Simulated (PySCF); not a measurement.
**cis-Zr(NH3)2Cl4: geometry, NMR shifts and electronic excitations**

Aim: predict the NMR shifts and electronic excitations of cis-Zr(NH3)2Cl4 (`[NH3]->[Zr](<-[NH3])([Cl])([Cl])([Cl])[Cl]`).

The runs use PySCF 2.14.0, with density-fitted response routines of our own; the level of theory stands in each step. All values are computed, except where a source is named. Atoms are numbered from 0 throughout.

## Step 1: The molecule as given

13 atoms, charge 0, multiplicity 1; geometry from: GFN2-xTB. The atoms were then displaced at random by about 0.03 Å, so the start is not that level's minimum.

Bonds of the start (Å): Zr0–N1 2.31, Zr0–Cl5 2.32, Zr0–N6 2.30, Zr0–Cl10 2.39, Zr0–Cl11 2.41, Zr0–Cl12 2.21, N1–H2 1.07, N1–H3 1.09, N1–H4 1.02, N6–H7 1.04, N6–H8 1.02, N6–H9 1.02.

## Step 2: Relaxing the molecule at PBE0-D3(BJ)/def2-SVP

What the job is given:

```
{"job": {"xc": "PBE0", "basis": "def2-SVP", "d3": "d3bj", "grid": 1, "maxiter": 40, "shake": 0.03, "kind": "geom"}, "charge": 0, "multiplicity": 1}
Zr    -0.584460    -0.069830    -0.641960
N     -0.754400    -0.025310     1.663590
H     -1.814170     0.028230     1.779670
H     -0.218180     0.803450     2.125250
H     -0.408750    -0.896670     2.069130
Cl    -0.481920     0.040180    -2.958450
N      1.708950    -0.003420    -0.711560
H      1.873520    -0.039410    -1.742120
H      2.130670    -0.789230    -0.222090
H      2.104400     0.860590    -0.348480
Cl    -2.971810     0.000870    -0.489320
Cl    -0.222970     2.276220    -0.206500
Cl    -0.330250    -2.237800    -0.294970
```

The run is started by

```bash
$ OMP_NUM_THREADS=1 python probes_run.py task.json out
```

The driver reads the jobs from task.json and runs them one after another.

Output:

```text
step   0  E = -1999.94333370  max force = 0.071705
step   1  E = -1999.96833362  max force = 0.017693
step   2  E = -1999.96974758  max force = 0.006341
step   3  E = -1999.97099290  max force = 0.004327
step   4  E = -1999.97033104  max force = 0.005646
step   5  E = -1999.97149948  max force = 0.002773
step   6  E = -1999.97142814  max force = 0.002177
step   7  E = -1999.97165183  max force = 0.001135
step   8  E = -1999.97183999  max force = 0.000806
step   9  E = -1999.97197174  max force = 0.000943
step  10  E = -1999.97205309  max force = 0.001054
step  11  E = -1999.97210863  max force = 0.000813
step  12  E = -1999.97212868  max force = 0.000546
step  13  E = -1999.97211204  max force = 0.000354
step  14  E = -1999.97210154  max force = 0.000337
step  15  E = -1999.97209530  max force = 0.000148
step  16  E = -1999.97209129  max force = 0.000124
step  17  E = -1999.97209352  max force = 0.000132
optimisation converged
```

It took 4.3 min on 1 thread of Arm Neoverse V2, shared host; peak memory 0.7 GiB.

Step by step: (the energy doesn't fall at every step)

| step | energy from step 0 (eV) | largest force component (eV/Å) |
| --- | --- | --- |
| 0 | 0.0000 | 3.6872 |
| 1 | -0.6803 | 0.9098 |
| 2 | -0.7188 | 0.3261 |
| 3 | -0.7526 | 0.2225 |
| 4 | -0.7346 | 0.2903 |
| 5 | -0.7664 | 0.1426 |
| 6 | -0.7645 | 0.1119 |
| 7 | -0.7706 | 0.0584 |
| 8 | -0.7757 | 0.0414 |
| 9 | -0.7793 | 0.0485 |
| 10 | -0.7815 | 0.0542 |
| 11 | -0.7830 | 0.0418 |
| 12 | -0.7836 | 0.0281 |
| 13 | -0.7831 | 0.0182 |
| 14 | -0.7828 | 0.0173 |
| 15 | -0.7826 | 0.0076 |
| 16 | -0.7825 | 0.0064 |
| 17 | -0.7826 | 0.0068 |

Distances of close pairs at the start and the end, largest changes first:

```csv
bond,before (Å),after (Å),change (Å)
Zr0–Cl12,2.210,2.423,+0.213
Zr0–N6,2.295,2.411,+0.116
Zr0–N1,2.312,2.412,+0.100
N1–H3,1.090,1.020,-0.070
Zr0–Cl5,2.321,2.370,+0.048
N1–H2,1.067,1.022,-0.045
Zr0–Cl10,2.393,2.370,-0.023
N6–H7,1.044,1.022,-0.022
```

The next job starts from the end point, and lists it.

```
                         at the end point                value
  point group (found at 0.08 Å tolerance)                   C2
rotational constants (GHz, main isotopes)  0.801, 0.748, 0.693
                        dipole moment (D)                 7.88
```

## Step 3: Nuclear shieldings: PBE0/def2-TZVP+pcSseg-1

What the job is given:

```
{"job": {"kind": "nmr", "xc": "PBE0", "basis": {"default": "pcSseg-1", "Zr": "def2-TZVP"}}, "charge": 0, "multiplicity": 1}
Zr    -0.748204     0.140233    -0.756062
N     -0.654427    -0.103308     1.641649
H     -1.624063     0.013972     1.943675
H     -0.108338     0.616025     2.115572
H     -0.354654    -1.026788     1.954375
Cl    -0.432406     0.367995    -3.093632
N      1.647185    -0.110270    -0.641377
H      1.947089    -0.127016    -1.618612
H      1.971456    -0.979429    -0.217890
H      2.113266     0.683370    -0.201126
Cl    -3.087768     0.368507    -0.451931
Cl    -0.084690     2.371558    -0.090574
Cl    -0.553815    -2.266980    -0.561875
```

With the program's defaults for keys left out, this is: GIAO PBE0/pcSseg-1 Zr:def2-TZVP NMR shielding, scalar relativity only through core potentials, gas phase.

Output:

```text
coarse grid: 58544 points
cycle   1  E = -1999.6761897537  dE = -4.480e+00  |g| = 1.862e+00  |ddm| = 5.138e+00
cycle   2  E = -1999.2267192183  dE =  4.495e-01  |g| = 2.070e+00  |ddm| = 4.152e+00
cycle   3  E = -2000.5146687899  dE = -1.288e+00  |g| = 2.567e-01  |ddm| = 2.848e+00
cycle   4  E = -2000.5259437432  dE = -1.127e-02  |g| = 1.424e-01  |ddm| = 3.946e-01
cycle   5  E = -2000.5295914492  dE = -3.648e-03  |g| = 5.389e-02  |ddm| = 1.305e-01
cycle   6  E = -2000.5301931097  dE = -6.017e-04  |g| = 4.544e-03  |ddm| = 3.887e-02
cycle   7  E = -2000.5301964019  dE = -3.292e-06  |g| = 2.075e-03  |ddm| = 5.058e-03
final grid: 115608 points
cycle   8  E = -2000.5300290888  dE =  2.498e-06  |g| = 3.652e-03  |ddm| = 5.831e-03
cycle   9  E = -2000.5300172123  dE =  1.188e-05  |g| = 7.424e-03  |ddm| = 1.072e-02
cycle  10  E = -2000.5300327693  dE = -1.556e-05  |g| = 2.562e-04  |ddm| = 7.374e-03
cycle  11  E = -2000.5300327834  dE = -1.410e-08  |g| = 3.762e-05  |ddm| = 2.572e-04
cycle  12  E = -2000.5300327837  dE = -2.929e-10  |g| = 9.888e-06  |ddm| = 3.243e-05
converged SCF energy = -2000.5300327837

GIAO shielding tensors (ppm)
atom      isotropic    diamagn.    paramagn.     s11        s22        s33       span
  0 Zr         nan         nan         nan        nan        nan        nan        nan
  1 N      223.800     317.176     -93.376    213.613    223.537    234.251     20.638
  2 H       28.710      29.443      -0.734     22.975     25.688     37.466     14.491
  3 H       29.526      30.694      -1.169     24.075     26.725     37.777     13.702
  4 H       29.468      30.610      -1.142     23.883     26.645     37.876     13.994
  5 Cl     412.440    1149.487    -737.047    127.660    155.714    953.946    826.286
  6 N      223.677     317.163     -93.486    213.608    223.147    234.278     20.670
  7 H       28.731      29.420      -0.689     23.048     25.690     37.456     14.408
  8 H       29.578      30.679      -1.101     24.211     26.699     37.825     13.615
  9 H       29.391      30.627      -1.237     23.726     26.635     37.810     14.084
 10 Cl     413.476    1149.494    -736.017    131.199    155.509    953.722    822.522
 11 Cl     550.782    1150.307    -599.525    352.658    387.622    912.066    559.408
 12 Cl     550.228    1150.246    -600.019    346.645    385.383    918.655    572.010
```

Wall time 37 s (1 thread of Arm Neoverse V2, shared host); peak memory 1.2 GiB.

Shifts follow as δ = σ(reference) − σ, with reference shieldings (ppm) from runs at the same level and on the same kind of geometry: ¹H TMS 31.27, ¹⁵N NH3 265.7, ³⁵Cl HCl 943. The references are single molecules in the gas phase, so shifts against H2O, NH3, PH3, H3PO4 or CFCl3 are not on the usual liquid scales and can be off by tens of ppm. Atoms listed in one row are averaged.

```csv
atoms,environment,σ (ppm),δ (ppm)
"H2, H3, H4, H7, H8, H9",hydrogen on a nitrogen bonded to Zr,29.23,2.03
"N1, N6","nitrogen bonded to Zr, 3 H",223.7,41.9
"Cl5, Cl10",chlorine bonded to Zr,413,530
"Cl11, Cl12",chlorine bonded to Zr,551,393
```

Atoms past Kr carry core potentials, so their printed shieldings have no meaning and are left out of the table.

Charges from the same density, by scheme (e):

```csv
atoms,Mulliken,ESP fit
Zr0,0.95,0.71
"N1, N6",-0.50,-0.58
"Cl5, Cl10",-0.33,-0.26
"Cl11, Cl12",-0.38,-0.35
```

Mayer bond orders: Zr0–N1 0.36, Zr0–Cl5 1.09, Zr0–N6 0.36, Zr0–Cl10 1.09, Zr0–Cl11 1.01, Zr0–Cl12 1.01.

With diffuse functions Mulliken charges and Mayer bond orders lose their meaning; the other schemes are steadier.

Orbitals, density, ELF and potential are computed afterwards from the orbital file.

Frontier orbitals at PBE0/def2-TZVP+pcSseg-1, with the share of their density that lies nearest to each atom:

```csv
orbital,energy (eV),lies on
HOMO,-8.51,"Cl5, Cl10, Cl11 about 26 % each; Cl12 21 %"
LUMO,-2.07,"Zr0 69 %; Cl5, Cl10 about 9 % each"
```

ELF in a plane through or near 7 of the atoms.

Ten even steps from '0' (0.00) to '9' (1.00):
```
0000000000000000000000000000
0000000000000000000000000000
0000000000000000000000000000
0000000000000000000000000000
0000000000000000000000000000
0000000000000000000000000000
0000001123210000023211000000
0000012367642002467632100000
0000167762475005742677610000
0000499986885005886899940000
0000068865524774255688600000
0000000000058118500000000000
0000024566348338436654200000
0001368876832552386788631000
0001368676484004847758731000
0000268812785105872188620000
0000136788863003688876310000
0000002345421001245432000000
0000000111100000011100000000
0000000000000000000000000000
```
The map spans 10.2 Å across and 10.3 Å up, centred on the molecule. Atoms in the plane (x, y in Å): Zr0 (0.0, -1.1), N1 (1.6, 0.7), H2 (2.5, 0.2), Cl5 (-1.9, -2.5), N6 (-1.6, 0.7), H7 (-2.5, 0.2), Cl10 (1.9, -2.5).

On the surface of density 0.002 e/bohr³ the electrostatic potential runs, from the 1st to the 99th percentile, from -1.01 V near Cl11 to 2.53 V near H8.

## Step 4: Excited states and response: PBE0/def2-SVPD

Same as in step 3 but for these lines:

```diff
@@ -1,2 +1,2 @@
-{"job": {"kind": "nmr", "xc": "PBE0", "basis": {"default": "pcSseg-1", "Zr": "def2-TZVP"}}, "charge": 0, "multiplicity": 1}
+{"job": {"kind": "uv", "xc": "PBE0", "basis": "def2-SVPD", "ip": true, "nstates": 10}, "charge": 0, "multiplicity": 1}
 Zr    -0.748204     0.140233    -0.756062
```

Method: TDDFT PBE0/def2-SVPD, vertical, gas phase, core orbitals frozen in the response.

Output:

```text
coarse grid: 58544 points
cycle   1  E = -1999.1040357865  dE = -5.261e+00  |g| = 1.841e+00  |ddm| = 1.046e+01
cycle   2  E = -1998.4132473041  dE =  6.908e-01  |g| = 2.221e+00  |ddm| = 8.433e+00
cycle   3  E = -1999.9702044951  dE = -1.557e+00  |g| = 2.650e-01  |ddm| = 4.531e+00
cycle   4  E = -1999.9813936133  dE = -1.119e-02  |g| = 1.728e-01  |ddm| = 8.094e-01
cycle   5  E = -1999.9876113757  dE = -6.218e-03  |g| = 5.288e-02  |ddm| = 2.296e-01
cycle   6  E = -1999.9882379178  dE = -6.265e-04  |g| = 4.364e-03  |ddm| = 7.419e-02
cycle   7  E = -1999.9882425507  dE = -4.633e-06  |g| = 1.565e-03  |ddm| = 1.132e-02
final grid: 115608 points
cycle   8  E = -1999.9880159689  dE =  4.473e-08  |g| = 1.825e-03  |ddm| = 1.938e-02
cycle   9  E = -1999.9880146059  dE =  1.363e-06  |g| = 2.802e-03  |ddm| = 1.063e-02
cycle  10  E = -1999.9880168194  dE = -2.214e-06  |g| = 5.900e-04  |ddm| = 7.797e-03
cycle  11  E = -1999.9880169164  dE = -9.699e-08  |g| = 6.325e-05  |ddm| = 1.226e-03
cycle  12  E = -1999.9880169174  dE = -1.025e-09  |g| = 1.148e-05  |ddm| = 1.091e-04
cycle  13  E = -1999.9880169174  dE = -3.456e-11  |g| = 4.586e-06  |ddm| = 3.580e-05
converged SCF energy = -1999.9880169174

Static polarisability (au): isotropic 123.976, principal 117.463 125.861 128.605

Singlet excitations
state   eV       nm        f      main configurations
  1   5.0663    244.7   0.00000   H->L 0.99
  2   5.1506    240.7   0.00023   H-1->L 0.96
  3   5.2054    238.2   0.00062   H-1->L+1 0.80, H-2->L 0.16
  4   5.2788    234.9   0.00878   H->L+1 0.67, H-3->L 0.17, H-1->L+2 0.14
  5   5.3251    232.8   0.00010   H-3->L+1 0.88
  6   5.3320    232.5   0.00096   H->L+2 0.67, H-2->L 0.13, H-3->L+1 0.11
  7   5.3585    231.4   0.00515   H-2->L+1 0.74, H-4->L+1 0.15
  8   5.3819    230.4   0.00020   H-3->L 0.77, H-1->L+2 0.13
  9   5.3993    229.6   0.00020   H-4->L 0.50, H-2->L 0.44
 10   5.4932    225.7   0.00333   H-4->L+1 0.66, H-3->L+2 0.28

Triplet excitations (Tamm-Dancoff, eV): 4.9026 4.9535 4.9878 5.0461
Vertical ionisation energy (delta-SCF) = 10.2183 eV
Vertical electron affinity (delta-SCF) = 0.5623 eV
```

Run time: 4.1 min. Hardware: 1 thread of Arm Neoverse V2, shared host; peak memory 1.2 GiB.

Frontier orbitals and where they lie:

```csv
orbital,eV,atoms
HOMO−3,-8.75,"Cl12 44 %, Cl11 37 %, N6 5 %"
HOMO−2,-8.71,"Cl12 27 %, Cl11 23 %, Cl10 22 %"
HOMO−1,-8.60,"Cl11 30 %, Cl12 23 %, Cl10 22 %"
HOMO,-8.52,"Cl11 27 %, Cl5 25 %, Cl10 25 %"
LUMO,-2.07,"Zr0 69 %, Cl5 10 %, Cl10 10 %"
LUMO+1,-2.01,"Zr0 69 %, Cl12 8 %, Cl11 8 %"
LUMO+2,-1.80,"Zr0 68 %, Cl12 9 %, Cl11 9 %"
```

With each of the 10 states as a Gaussian band of 0.4 eV half-width at 1/e, the curve within the window shown has maxima at 232 nm (ε 760) L/(mol cm). Beyond the last state computed it falls off for lack of states. The curve at chosen wavelengths:

(nm, ε (L/mol/cm)): (214, 230), (217, 336), (219, 414), (222, 532), (224, 605), (227, 694), (229, 734), (232, 760), (234, 755), (237, 715), (239, 671), (242, 586), (244, 524), (247, 427), (249, 365), (252, 279), (254, 229), (257, 166), (259, 132), (262, 91), (264, 70), (267, 47), (269, 35), (272, 22), (274, 16), (277, 10)

Leading natural transition orbitals of singlet state 4: the hole lies on Cl5, Cl10, Cl11 about 26 % each; Cl12 20 %; the particle on Zr0 69 %; Cl11, Cl12 about 7 % each.

Leading natural transition orbitals of singlet state 1: the hole lies on Cl5, Cl10 about 29 % each; Cl11, Cl12 about 20 % each; the particle on Zr0 69 %; Cl5, Cl10 about 10 % each.

Ground-state properties from the same run:

```
           property  computed
  dipole moment (D)      7.36
polarisability (Å³)     18.37
 HOMO–LUMO gap (eV)      6.45
      −ε(HOMO) (eV)      8.52
```

## Step 5: Shielding tensors: wB97X-D/def2-TZVP+pcSseg-1

Same as in step 4 but for these lines:

```diff
@@ -1,2 +1,2 @@
-{"job": {"kind": "uv", "xc": "PBE0", "basis": "def2-SVPD", "ip": true, "nstates": 10}, "charge": 0, "multiplicity": 1}
+{"job": {"kind": "nmr", "xc": "wB97X-D", "basis": {"default": "pcSseg-1", "Zr": "def2-TZVP"}, "pop": false}, "charge": 0, "multiplicity": 1}
 Zr    -0.748204     0.140233    -0.756062
```

Level: GIAO wB97X-D/pcSseg-1 Zr:def2-TZVP NMR shielding, scalar relativity only through core potentials, gas phase.

Output:

```text
coarse grid: 58544 points
cycle   1  E = -2000.9898166869  dE = -5.212e+00  |g| = 9.736e-01  |ddm| = 4.906e+00
cycle   2  E = -2001.0635825969  dE = -7.377e-02  |g| = 8.183e-01  |ddm| = 2.024e+00
cycle   3  E = -2001.2436146995  dE = -1.800e-01  |g| = 1.506e-01  |ddm| = 1.053e+00
cycle   4  E = -2001.2488989805  dE = -5.284e-03  |g| = 4.779e-02  |ddm| = 1.884e-01
cycle   5  E = -2001.2493208872  dE = -4.219e-04  |g| = 7.400e-03  |ddm| = 4.423e-02
cycle   6  E = -2001.2493388489  dE = -1.796e-05  |g| = 3.080e-03  |ddm| = 1.099e-02
cycle   7  E = -2001.2493418283  dE = -2.979e-06  |g| = 1.141e-03  |ddm| = 3.348e-03
final grid: 115608 points
cycle   8  E = -2001.2504341838  dE = -1.709e-04  |g| = 3.585e-03  |ddm| = 7.651e-02
cycle   9  E = -2001.2504360931  dE = -1.909e-06  |g| = 2.213e-03  |ddm| = 8.325e-03
cycle  10  E = -2001.2504369989  dE = -9.058e-07  |g| = 1.005e-03  |ddm| = 2.605e-03
cycle  11  E = -2001.2504372567  dE = -2.578e-07  |g| = 1.922e-04  |ddm| = 1.558e-03
cycle  12  E = -2001.2504372697  dE = -1.298e-08  |g| = 5.763e-05  |ddm| = 2.478e-04
cycle  13  E = -2001.2504372712  dE = -1.520e-09  |g| = 2.560e-05  |ddm| = 1.141e-04
cycle  14  E = -2001.2504372715  dE = -2.929e-10  |g| = 6.807e-06  |ddm| = 4.244e-05
converged SCF energy = -2001.2504372715

GIAO shielding tensors (ppm)
atom      isotropic    diamagn.    paramagn.     s11        s22        s33       span
  0 Zr         nan         nan         nan        nan        nan        nan        nan
  1 N      224.365     318.312     -93.947    213.725    224.111    235.259     21.534
  2 H       28.804      29.583      -0.779     23.046     25.849     37.517     14.472
  3 H       29.614      30.936      -1.323     24.111     26.857     37.873     13.762
  4 H       29.558      30.838      -1.280     23.915     26.786     37.973     14.057
  5 Cl     443.247    1149.793    -706.545    168.400    190.028    971.314    802.914
  6 N      224.244     318.300     -94.056    213.718    223.706    235.309     21.591
  7 H       28.827      29.559      -0.732     23.121     25.850     37.509     14.388
  8 H       29.667      30.916      -1.249     24.251     26.826     37.923     13.672
  9 H       29.480      30.864      -1.383     23.754     26.781     37.905     14.151
 10 Cl     444.332    1149.800    -705.468    172.036    189.887    971.073    799.037
 11 Cl     584.964    1150.695    -565.731    397.687    427.819    929.385    531.698
 12 Cl     584.326    1150.623    -566.297    391.796    425.638    935.544    543.748
```

It took 35 s on 1 thread of Arm Neoverse V2, shared host; peak memory 1.2 GiB.

In short: δ N1 39.7, Cl5 496, Cl11 355, H2 2.06 ppm (means over like atoms).

## Step 6: Run by run: NMR shifts

Shifts (ppm), means over like atoms, with basis size and wall time:

```csv
run,H2,N1,Cl5,Cl11,functions,time
PBE0/def2-TZVP+pcSseg-1,2.03,41.9,530,393,200,37 s
wB97X-D/def2-TZVP+pcSseg-1,2.06,39.7,496,355,200,35 s
```

## Step 7: Summary of results

| quantity | value |
| --- | --- |
| point group | C2 |
| rotational constants (main isotopes) | 0.80, 0.75, 0.69 GHz |
| ¹H shifts against TMS (PBE0/def2-TZVP+pcSseg-1, means over atoms taken as alike) | 2.03 ppm |
| ¹⁵N shifts against NH3 (PBE0/def2-TZVP+pcSseg-1, means over atoms taken as alike) | 41.9 ppm |
| ³⁵Cl shifts against HCl (PBE0/def2-TZVP+pcSseg-1, means over atoms taken as alike) | 530, 393 ppm |
| surface potential, 1st and 99th percentile | -1.01 V and 2.53 V |
| lowest singlet (PBE0/def2-SVPD) | 5.07 eV (245 nm), f = 0.000 |
| brightest single state of those computed | state 4, 5.28 eV, f = 0.009 |
| lowest triplet | 4.90 eV |
| vertical ionisation energy (ΔSCF) | 10.22 eV |
| vertical electron affinity (ΔSCF) | 0.56 eV |
| range of the shift of Cl11 | 355 to 393 ppm |

What this shows: The start was shaken at random, so part of the energy gained undoes that. Over 17 steps the energy fell by 0.783 eV; of the close pairs, Zr0–Cl12 changed most, 2.210 to 2.423 Å. No frequency check was run at this level, so the end point may be a saddle. At PBE0/def2-TZVP+pcSseg-1: Shielding is most anisotropic at Cl5, Cl10 (span 824 ppm, paramagnetic term -737 ppm). At PBE0/def2-TZVP+pcSseg-1, counted by nearest atom on the grid, the HOMO lies on Cl5, Cl10, Cl11 about 26 % each; Cl12 21 %, the LUMO on Zr0 69 %; Cl5, Cl10 about 9 % each. The lowest singlet, at 5.07 eV, is HOMO→LUMO 0.99 and is dark; of the 10 states computed, the strongest absorption comes from state 4 at 5.28 eV. The lowest triplet lies 0.16 eV below the lowest singlet (triplets in Tamm-Dancoff, singlets in full TDDFT). The orbital energy would give 8.52 eV for ionisation, ΔSCF gives 10.22 eV. Across the 2 runs the shift of Cl11 (with its like atoms) moves most, between 355 (wB97X-D/def2-TZVP+pcSseg-1) and 393 ppm (PBE0/def2-TZVP+pcSseg-1). Spin-orbit coupling is left out, which matters for shieldings and couplings at and beside the heavy atoms.
